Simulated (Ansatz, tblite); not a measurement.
# Ge(vinyl)3(NHtBu) (C₁₀H₁₉GeN): a ladder of methods and basis sets

An exercise on one series of results from a longer session: the logs are not shown, and one member is left open.

Method: as each input shows; program: Ansatz 0.2.0, Gaussian basis.

Levels to be run: GFN1-xTB, GFN2-xTB, PBE-D4/def2-TZVP, r2SCAN-D4/def2-TZVP, revPBE-D4/def2-TZVP, BHLYP-D4/def2-TZVP, PBE-D4/def2-SVP, PBE0-D4/def2-SVP, MP2/def2-SVP.

5 further runs of the same task are left out: 3 that didn't finish, 2 set aside as unsound or not needed. Runs told in other sessions of the task aren't counted.

## The relaxed structure

The geometry is that of the singlet, from an earlier relaxation (PBE-D4/def2-SVP).

31 atoms, charge 0, spin multiplicity 1.

Bond lengths: Ge1–C2 1.957 Å, Ge1–C7 1.966 Å, Ge1–C12 1.957 Å, Ge1–N17 1.862 Å, C2–C3 1.346 Å, C2–H4 1.107 Å, C3–H5 1.105 Å, C3–H6 1.104 Å, C7–C8 1.348 Å, C7–H9 1.107 Å, C8–H10 1.105 Å, C8–H11 1.104 Å, C12–C13 1.346 Å, C12–H14 1.106 Å, C13–H15 1.105 Å, C13–H16 1.104 Å, N17–C18 1.474 Å, N17–H22 1.026 Å and more. Angles: C2–Ge1–C7 109.7°, C2–Ge1–C12 110.2°, C2–Ge1–N17 103.5°, C7–Ge1–C12 109.1°, C7–Ge1–N17 116.6°, C12–Ge1–N17 107.5°, Ge1–C2–C3 124.6°, Ge1–C2–H4 116.4°, C3–C2–H4 118.9°, C2–C3–H5 121.8°, C2–C3–H6 122.0°, H5–C3–H6 116.2°, Ge1–C7–C8 123.8°, Ge1–C7–H9 117.5°, C8–C7–H9 118.7°, C7–C8–H10 121.9°, C7–C8–H11 122.2°, H10–C8–H11 115.9° and more.

PBE0-D4/def2-TZVP was run before; its log isn't repeated, and its numbers join the tables.

Set-up of the first run:

Tight binding, by tblite at 300 K electronic temperature and without a spin-polarisation term:

```python
tblite.interface.Calculator('GFN1-xTB', numbers, positions, charge=0, uhf=0).singlepoint()
```

Tight binding, by tblite at 300 K electronic temperature and without a spin-polarisation term:

```python
tblite.interface.Calculator('GFN2-xTB', numbers, positions, charge=0, uhf=0).singlepoint()
```

start.molden holds the orbitals of an earlier run on this state, given as this run's starting guess.

in.yaml reads:

```yaml
crystal:
  periodic: [false, false, false]
  atoms:
    - {symbol: Ge, position_ang: [0.237946, 0.886860, 0.825598]}
    - {symbol: C, position_ang: [0.411170, 0.615039, 2.756226]}
    - {symbol: C, position_ang: [1.549399, 0.788382, 3.454111]}
    - {symbol: H, position_ang: [-0.510496, 0.325943, 3.297669]}
    - {symbol: H, position_ang: [2.493718, 1.084703, 2.963399]}
    - {symbol: H, position_ang: [1.593252, 0.638633, 4.547454]}
    - {symbol: C, position_ang: [2.019072, 1.126031, 0.027221]}
    - {symbol: C, position_ang: [3.055027, 0.290803, 0.239564]}
    - {symbol: H, position_ang: [2.171354, 2.004319, -0.628373]}
    - {symbol: H, position_ang: [2.962168, -0.602337, 0.882924]}
    - {symbol: H, position_ang: [4.045102, 0.450802, -0.222841]}
    - {symbol: C, position_ang: [-0.847122, 2.474312, 0.460948]}
    - {symbol: C, position_ang: [-2.162911, 2.395533, 0.189816]}
    - {symbol: H, position_ang: [-0.362387, 3.466924, 0.523220]}
    - {symbol: H, position_ang: [-2.667246, 1.414261, 0.134546]}
    - {symbol: H, position_ang: [-2.786042, 3.290370, 0.015055]}
    - {symbol: N, position_ang: [-0.735553, -0.597791, 0.264044]}
    - {symbol: C, position_ang: [-0.730227, -1.203915, -1.079340]}
    - {symbol: C, position_ang: [0.439535, -2.200216, -1.239244]}
    - {symbol: C, position_ang: [-2.067862, -1.950171, -1.259738]}
    - {symbol: C, position_ang: [-0.614591, -0.103302, -2.145660]}
    - {symbol: H, position_ang: [-0.738852, -1.324809, 0.988388]}
    - {symbol: H, position_ang: [0.427758, -2.692568, -2.234273]}
    - {symbol: H, position_ang: [1.411759, -1.681783, -1.121029]}
    - {symbol: H, position_ang: [0.379536, -2.997990, -0.469054]}
    - {symbol: H, position_ang: [-2.188733, -2.731318, -0.479999]}
    - {symbol: H, position_ang: [-2.125005, -2.449794, -2.248935]}
    - {symbol: H, position_ang: [-2.918094, -1.245131, -1.168052]}
    - {symbol: H, position_ang: [0.353324, 0.433565, -2.067590]}
    - {symbol: H, position_ang: [-1.429593, 0.639365, -2.045402]}
    - {symbol: H, position_ang: [-0.665387, -0.544718, -3.160652]}
basis:
  gaussian: {orbitals: def2-TZVP, initial_orbitals: start.molden}
hamiltonian: {xc: pbe, dispersion: d4}
scf: {omitted_lower_state_checks: [starts]}
output: {orbitals: {seedname: orbitals}}
```

The run is started by

```sh
ansatz run in.yaml --threads 4 --pin off --events-out ev --progress --plain --max-ram 6963MiB
```

Steps of the session up to this table: PBE-D4/def2-TZVP; r2SCAN-D4/def2-TZVP; revPBE-D4/def2-TZVP; BHLYP-D4/def2-TZVP; PBE-D4/def2-SVP; PBE0-D4/def2-SVP; MP2/def2-SVP.

One table of the session follows, with a row left open; its other results are not shown here.

It belongs to the step «Binding energy». 

```
              level  binding an atom (eV)
        HF/def2-SVP                 3.139
    PBE-D4/def2-SVP                     ?
   PBE-D4/def2-TZVP                 4.279
revPBE-D4/def2-TZVP                 4.186
r2SCAN-D4/def2-TZVP                 4.189
   PBE0-D4/def2-SVP                 4.256
  PBE0-D4/def2-TZVP                 4.213
 BHLYP-D4/def2-TZVP                 4.075
       MP2/def2-SVP                 4.055
```

Estimate the missing values for PBE-D4/def2-SVP.

As computed: binding an atom (eV): 4.317. In the column «binding an atom (eV)» it is the highest.

To keep in mind: Free atoms were run apart at each level; binding is atoms less cluster, divided by the number of atoms, without zero-point or spin-orbit terms.
